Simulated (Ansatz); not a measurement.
**C₁₀H₁₇GeN: how energies converge with the basis set**

How large a basis does C₁₀H₁₇GeN need? Two functionals are run in growing sets.

The runs use Ansatz 0.2.0, Gaussian basis; one geometry, several basis sets.

Plan: PBE0-D4/def2-SVP; ωB97M-V/def2-SVP; PBE0-D4/def2-QZVPP; ωB97M-V/def2-QZVPP; the functionals' def2-TZVPP values are taken from earlier runs.

### Step 1. Structure used throughout

An earlier PBE0-D4 in a triple-zeta def2 set relaxation fixed the geometry.

SMILES `CC(C)(C)[N]([GeH3])c1ccccc1`, 29 atoms, charge 0, spin multiplicity 1.

Atoms are counted from 1 here; the program's logs count them from 0.

Bond lengths: C1–C2 1.523 Å, C1–H13 1.092 Å, C1–H14 1.094 Å, C1–H15 1.092 Å, C2–C3 1.526 Å, C2–C4 1.530 Å, C2–N5 1.480 Å, C3–H16 1.093 Å, C3–H17 1.091 Å, C3–H18 1.092 Å, C4–H19 1.092 Å, C4–H20 1.093 Å, C4–H21 1.093 Å, N5–Ge6 1.851 Å, N5–C7 1.421 Å, Ge6–H22 1.533 Å, Ge6–H23 1.538 Å, Ge6–H24 1.549 Å and more. Angles: C2–C1–H13 110.9°, C2–C1–H14 111.9°, C2–C1–H15 109.8°, H13–C1–H14 108.5°, H13–C1–H15 108.5°, H14–C1–H15 107.0°, C1–C2–C3 108.4°, C1–C2–C4 109.2°, C1–C2–N5 108.5°, C3–C2–C4 109.1°, C3–C2–N5 109.9°, C4–C2–N5 111.7°, C2–C3–H16 109.8°, C2–C3–H17 111.6°, C2–C3–H18 110.7°, H16–C3–H17 107.9°, H16–C3–H18 108.4°, H17–C3–H18 108.4° and more.

### Step 2. PBE0-D4 in def2-SVP

Input file in.yaml:

```yaml
crystal:
  periodic: [false, false, false]
  atoms:
    - {symbol: C, position_ang: [-2.741486, 0.738140, 0.167230]}
    - {symbol: C, position_ang: [-1.390224, 0.138667, 0.532160]}
    - {symbol: C, position_ang: [-1.570734, -1.361248, 0.747782]}
    - {symbol: C, position_ang: [-0.891446, 0.775729, 1.830511]}
    - {symbol: N, position_ang: [-0.453045, 0.376323, -0.588281]}
    - {symbol: Ge, position_ang: [-0.489923, 1.961117, -1.543176]}
    - {symbol: C, position_ang: [0.831701, -0.222444, -0.494498]}
    - {symbol: C, position_ang: [1.905124, 0.423843, 0.117639]}
    - {symbol: C, position_ang: [3.158211, -0.167751, 0.169163]}
    - {symbol: C, position_ang: [3.359035, -1.422791, -0.383833]}
    - {symbol: C, position_ang: [2.300416, -2.074667, -0.999925]}
    - {symbol: C, position_ang: [1.052088, -1.477048, -1.060037]}
    - {symbol: H, position_ang: [-3.108810, 0.326165, -0.774937]}
    - {symbol: H, position_ang: [-2.693735, 1.827465, 0.075085]}
    - {symbol: H, position_ang: [-3.469109, 0.515234, 0.949964]}
    - {symbol: H, position_ang: [-2.290138, -1.535208, 1.551382]}
    - {symbol: H, position_ang: [-0.632415, -1.842038, 1.028373]}
    - {symbol: H, position_ang: [-1.944861, -1.838784, -0.160402]}
    - {symbol: H, position_ang: [0.063730, 0.344379, 2.136189]}
    - {symbol: H, position_ang: [-0.759566, 1.854332, 1.709588]}
    - {symbol: H, position_ang: [-1.607428, 0.611493, 2.639974]}
    - {symbol: H, position_ang: [0.729981, 1.897779, -2.469557]}
    - {symbol: H, position_ang: [-1.786849, 2.053020, -2.364082]}
    - {symbol: H, position_ang: [-0.397389, 3.216878, -0.640843]}
    - {symbol: H, position_ang: [1.751453, 1.406110, 0.551823]}
    - {symbol: H, position_ang: [3.980578, 0.355457, 0.644211]}
    - {symbol: H, position_ang: [4.337523, -1.887118, -0.343689]}
    - {symbol: H, position_ang: [2.450755, -3.050579, -1.448024]}
    - {symbol: H, position_ang: [0.226762, -1.970456, -1.559289]}
basis:
  gaussian: {orbitals: def2-SVP}
hamiltonian: {xc: pbe0, dispersion: d4}
output: {orbitals: {seedname: orbitals}}
```

Run with:

```console
ansatz run in.yaml --threads 11 --pin off --events-out ev --progress --plain --max-ram 174080MiB --backend cuda --devices 0, --max-vram 75GiB
```

The runs that follow: ωB97M-V in def2-SVP; PBE0-D4 in def2-QZVPP; ωB97M-V in def2-QZVPP.

Before running them: what should the planned runs give, taken together? Wanted: PBE0-D4: double and triple zeta above quadruple; ωB97M-V: double and triple zeta above quadruple.

The runs gave:

| quantity | value |
| --- | --- |
| PBE0-D4: double and triple zeta above quadruple | 21.84, 1.87 eV |
| ωB97M-V: double and triple zeta above quadruple | 22.44, 1.81 eV |

PBE0-D4 gains 19.97 eV from double to triple zeta, then 1.87 eV more. These are total energies; as a rule much of such shifts cancels in differences, which this series doesn't test.
